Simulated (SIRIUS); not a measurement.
The system is In2S.

```
CELL_PARAMETERS angstrom
3.94306 0.00000 0.00000
0.00000 3.94306 0.00000
0.00000 0.00000 5.43495
ATOMIC_POSITIONS crystal
In 0.50000 0.00000 0.66115
In 0.00000 0.50000 0.33885
S 0.00000 0.00000 0.00000
```

The cell was built by a generator and needn't be a form met in nature.

Base run:

- Program: SIRIUS 7.10.0
- Functional: PBE
- Potentials or basis: GBRV 1.5 PBE (ultrasoft)
- Cutoff: 557 eV
- Density cutoff: 5442 eV
- k mesh: 5 × 5 × 4
- Occupations: fermi-dirac, width 0.05 eV
- Spin: no spin polarisation

Its results: band gap on the k mesh none (metal or under the smearing width); pressure -0.7 GPa; largest force 0.031 eV/Å.

Task: The run is repeated on the same cell with these changes: potentials or basis from GBRV 1.5 PBE (ultrasoft) to PseudoDojo 0.4.1 PBE standard (scalar relativistic); cutoff from 557 eV to 960 eV; density cutoff from 5442 eV to 3840 eV. What comes out?

Result: Band gap on the k mesh none (metal or under the smearing width); pressure 0.1 GPa; largest force 0.010 eV/Å.
